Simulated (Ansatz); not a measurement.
# ZrVSi: compression at zero temperature

The task here is to estimate one member of a computed series from the others.

Method: DFT r2SCAN, scalar-relativistic, plane waves, PAW, in Ansatz 0.2.0.

2 further runs of the same task are left out: 2 set aside as unsound or not needed.

## The starting structure

The structure is tetragonal, space group P4/nmm (No. 129). The conventional cell has a = 3.678 Å, b = 3.678 Å, c = 7.231 Å, α = 90.00°, β = 90.00°, γ = 90.00°. Around Zr (site symmetry 4mm) lie 5 Si at 2.73 to 2.87 Å. V (site symmetry -4m2) is surrounded by 4 Si at 2.55 Å and 4 V at 2.60 Å. Si (site symmetry 4mm) is surrounded by 4 V at 2.55 Å and 5 Zr at 2.73 to 2.87 Å.

As a file:

```
Zr V Si
1.0
     3.67845    0.00000    0.00000
     0.00000    3.67845    0.00000
     0.00000    0.00000    7.23071
Zr V Si
2 2 2
Direct
  0.50000 0.00000 0.64099
  0.00000 0.50000 0.35901
  0.00000 0.00000 0.00000
  0.50000 0.50000 0.00000
  0.50000 0.00000 0.24387
  0.00000 0.50000 0.75613
```

It is the result of an earlier relaxation at this level (volume 16.31 Å³/atom; gap on the mesh: none (metal)).

The first run:

Input file input.yaml:

```yaml
crystal:
  lattice:
    - [3.7022615884, 0.0, 0.0]
    - [0.0, 3.7022615884, 0.0]
    - [0.0, 0.0, 7.2775185844]
  atoms:
    - { symbol: Zr, position: [0.5, 0.0, 0.6409884535] }
    - { symbol: Zr, position: [0.0, 0.5, 0.3590115465] }
    - { symbol: V, position: [0.0, 0.0, 0.0] }
    - { symbol: V, position: [0.5, 0.5, 0.0] }
    - { symbol: Si, position: [0.5, 0.0, 0.2438711277] }
    - { symbol: Si, position: [0.0, 0.5, 0.7561288723] }
basis:
  ecutwfc: 500
kpoints:
  mp_grid: { grid: [10, 10, 6] }
hamiltonian:
  xc: r2scan
scf:
  occupations: { method: gaussian, width: 0.1 }
output:
  forces: true
  stress: true
  eigenvalues: true
relax:
  adjacent_minimum: "off"
  f_tol: 0.008
  max_steps: 50
  cell: { stress_tol: 0.08, p_target: -2.0 }
```

Launch:

```
ansatz run input.yaml --threads 1 --pin off --max-ram 2560MiB --backend cpu --events-out ev --progress --plain --runs-dir out
```

Among the steps run: Relaxing at -2 GPa; Target pressure 2 GPa; 5 GPa; 10 GPa; 20 GPa; Target pressure 40 GPa.

One table of the session follows, with a row left open; its other results are not shown here.

Lengths are those of the vectors of the cell that was run:

```
P (GPa)  V (Å³/atom)  a (Å)  b (Å)  c (Å)  ΔH (eV/atom)
     -2        16.51  3.695  3.695  7.259        -0.205
      0        16.31  3.678  3.678  7.231         0.000
      2            ?      ?      ?      ?             ?
      5        15.84  3.642  3.642  7.166         0.501
     10        15.43  3.609  3.609  7.109         0.989
     20        14.74  3.552  3.552  7.011         1.930
     40        13.69  3.461  3.461  6.859         3.701
```

**Question.** Estimate the row for P (GPa) = 2.

Worked estimate for «V (Å³/atom)». A straight line through the neighbours (0, 16.31) and (5, 15.84) gives 16.31 + (15.84 − 16.31) × (2 − 0) / (5 − 0) = 16.12; a parabola fitted to 4 rows on both sides gives 16.11.

The run gave: V (Å³/atom): 16.11; a (Å): 3.663; b (Å): 3.663; c (Å): 7.203; ΔH (eV/atom): 0.202. In «V (Å³/atom)» the line misses by +0.01 and the parabola by 0.00.

ΔH is E + PV over the energy at zero pressure; a, b and c are the vectors of the computed cell. 

To keep in mind: Other structures may take over in this range; these runs cannot find them.
